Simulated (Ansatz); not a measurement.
# BF2HSe: rigid scan of one bond angle in Python

A script is to give a rigid scan of one bond angle; the system is BF2HSe.

All numbers are computed with Ansatz 0.2.0 through its Python package. Level of theory: r2SCAN0/def2-SVP.

### Step 1. Starting point

Bond lengths: F1–B2 1.503 Å, B2–F3 1.460 Å, B2–Se4 2.045 Å, Se4–H5 1.591 Å. Angles: F1–B2–F3 120.4°, F1–B2–Se4 118.4°, F3–B2–Se4 121.2°, B2–Se4–H5 88.2°.

No structure file is read: the coordinates are typed or built in the script.

### Step 2. The code

Contents of bf2hse_bend.py:

```python
'''Energy of BF2HSe against one bond angle.'''

import warnings

import ansatz as az
from ase import Atoms

warnings.simplefilter('ignore', az.DeckWarning)

atoms = Atoms(['F', 'B', 'F', 'Se', 'H'], positions=[
    (0.8888, -1.6249, -0.0126),
    (0.0356, -0.4578, 0.397),
    (-1.1575, -0.6658, 1.212),
    (0.6114, 1.4176, -0.182),
    (-0.3285, 1.2571, -1.4558),
])

# start the scan from a relaxed geometry
first = (
    az.Crystal.molecule_from_ase(atoms).calculation()
    .basis(gaussian='def2-SVP')
    .functional('r2scan0')
    .relax(force_tolerance=0.02, max_steps=80)
)
atoms.positions = first.run(threads=1).report['positions_ang']

rows = []
for angle in [90, 100, 110, 120, 135, 150, 165, 179]:
    bent = atoms.copy()
    bent.set_angle(1, 3, 4, angle, indices=[4])
    job = az.Crystal.molecule_from_ase(bent).calculation()
    job = job.basis(gaussian='def2-SVP')
    job = job.functional('r2scan0')
    rows.append((angle, job.run(threads=1).report['free_energy_ev']))
floor = min(e for _, e in rows)
for angle, e in rows:
    print(f'angle B1-Se3-H4 = {angle:3d} deg   {1000 * (e - floor):9.1f} meV')
```

### Step 3. Running it

Started as:

```bash
python bf2hse_bend.py
```

The log of the run:

```text
angle B1-Se3-H4 =  90 deg         0.0 meV
angle B1-Se3-H4 = 100 deg        22.2 meV
angle B1-Se3-H4 = 110 deg       166.0 meV
angle B1-Se3-H4 = 120 deg       420.4 meV
angle B1-Se3-H4 = 135 deg       973.5 meV
angle B1-Se3-H4 = 150 deg      1647.7 meV
angle B1-Se3-H4 = 165 deg      2265.4 meV
angle B1-Se3-H4 = 179 deg      2543.6 meV
```

Run time: 96 s. Hardware: 1 thread of Arm Neoverse V2, shared host; peak memory 0.24 GiB.

### Step 4. How the relaxation of run 0 went

The steps of the relaxation:

```csv
step,E - E(step 1) (eV),largest force component (eV/Å)
1,0.0000,4.3530
2,-1.1561,3.0078
3,-1.2356,1.1598
4,-1.3460,0.6797
5,-1.3730,0.3845
6,-1.4437,0.7659
7,-1.4964,1.1001
8,-1.5719,0.9691
9,-1.7381,0.4621
10,-1.7778,0.3890
11,-1.7826,0.2056
12,-1.7841,0.0466
13,-1.7842,0.0032
```

Step 1 is the start.

Before: Bond lengths: F1–B2 1.503 Å, B2–F3 1.460 Å, B2–Se4 2.045 Å, Se4–H5 1.591 Å. Angles: F1–B2–F3 120.4°, F1–B2–Se4 118.4°, F3–B2–Se4 121.2°, B2–Se4–H5 88.2°.

After: Bond lengths: F1–B2 1.312 Å, B2–F3 1.313 Å, B2–Se4 1.935 Å, Se4–H5 1.461 Å. Angles: F1–B2–F3 118.5°, F1–B2–Se4 119.3°, F3–B2–Se4 122.2°, B2–Se4–H5 93.2°.

Run 0 is this relaxation; the runs after it count from 1.

### Step 5. Run by run

From the records of these 8 runs:

| run | energy from run 1 (eV) | SCF cycles | CPU time (s) |
| --- | --- | --- | --- |
| 1 | 0.0000 | 17 | 4.1 |
| 2 | 0.0222 | 17 | 4.1 |
| 3 | 0.1660 | 17 | 3.8 |
| 4 | 0.4204 | 17 | 3.8 |
| 5 | 0.9735 | 16 | 3.8 |
| 6 | 1.6477 | 16 | 3.8 |
| 7 | 2.2654 | 17 | 4 |
| 8 | 2.5436 | 16 | 3.8 |

### Step 6. Summary of results

```
                    quantity                    value
               runs compared                        8
angle B1-Se3-H4 (as printed)  179 deg      2543.6 meV
```

All 8 runs converged, in 16 to 17 cycles. Run 0: After 12 moves the largest shift is 0.845 Å, of atom 5 (H). So large a move can change the bonding: the results belong to the relaxed structure. The scan is rigid, and the energies are electronic, in a modest basis. The zero is the lowest point of the grid, which needn't be the minimum.
